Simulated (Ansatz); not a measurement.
**CH₅NSSi: small, medium and large basis sets**

The task here is to estimate one member of a computed series from the others.

The runs use Ansatz 0.2.0, Gaussian basis; one geometry, several basis sets.

Plan: PBE0-D4/def2-SVP; ωB97M-V/def2-SVP; PBE0-D4/def2-QZVPP; ωB97M-V/def2-QZVPP; the functionals' def2-TZVPP values are taken from earlier runs.

## The geometry

An earlier PBE0-D4 in a triple-zeta def2 set relaxation fixed the geometry.

9 atoms, charge 0, spin multiplicity 1.

Atoms are counted from 1 here; the program's logs count them from 0.

Bond lengths: C1–S2 1.813 Å, C1–H5 1.089 Å, C1–H6 1.092 Å, C1–H7 1.089 Å, S2–Si3 2.141 Å, Si3–N4 1.710 Å, N4–H8 1.009 Å, N4–H9 1.007 Å. Angles: S2–C1–H5 109.2°, S2–C1–H6 110.5°, S2–C1–H7 109.3°, H5–C1–H6 109.2°, H5–C1–H7 109.4°, H6–C1–H7 109.2°, C1–S2–Si3 100.1°, S2–Si3–N4 98.2°, Si3–N4–H8 127.5°, Si3–N4–H9 120.2°, H8–N4–H9 112.2°.

Set-up of the first run:

in.yaml reads:

```yaml
crystal:
  periodic: [false, false, false]
  atoms:
    - {symbol: C, position_ang: [-0.473359, 0.416513, -1.868590]}
    - {symbol: S, position_ang: [0.689560, 0.399906, -0.477260]}
    - {symbol: Si, position_ang: [-0.528341, -0.529790, 1.017601]}
    - {symbol: N, position_ang: [0.607038, -0.523735, 2.295757]}
    - {symbol: H, position_ang: [-0.632388, 1.444765, -2.190595]}
    - {symbol: H, position_ang: [-1.429775, -0.019221, -1.573524]}
    - {symbol: H, position_ang: [-0.055875, -0.160415, -2.692695]}
    - {symbol: H, position_ang: [1.551735, -0.170556, 2.276941]}
    - {symbol: H, position_ang: [0.359907, -0.903767, 3.195264]}
basis:
  gaussian: {orbitals: def2-SVP}
hamiltonian: {xc: pbe0, dispersion: d4}
output: {orbitals: {seedname: orbitals}}
```

Command:

```bash
$ ansatz run in.yaml --threads 4 --pin off --events-out ev --progress --plain --max-ram 10444MiB
```

Among the steps run: PBE0-D4 in def2-SVP; ωB97M-V in def2-SVP; PBE0-D4 in def2-QZVPP; ωB97M-V in def2-QZVPP.

One of the session's tables, all rows but one given; the rest of the session is left out.

It belongs to the step «Density functionals: the series». 

| functional | basis | HOMO (eV) |
| --- | --- | --- |
| PBE0-D4 | def2-SVP | -6.38 |
| PBE0-D4 | def2-TZVPP | -6.46 |
| PBE0-D4 | def2-QZVPP | -6.51 |
| ωB97M-V | def2-SVP | ? |
| ωB97M-V | def2-TZVPP | -8.51 |
| ωB97M-V | def2-QZVPP | -8.56 |

**Question.** Estimate the row for ωB97M-V, def2-SVP.

As computed: HOMO (eV): -8.39. In the column «HOMO (eV)» it lies between ωB97M-V, def2-TZVPP (-8.51) and PBE0-D4, def2-QZVPP (-6.51).
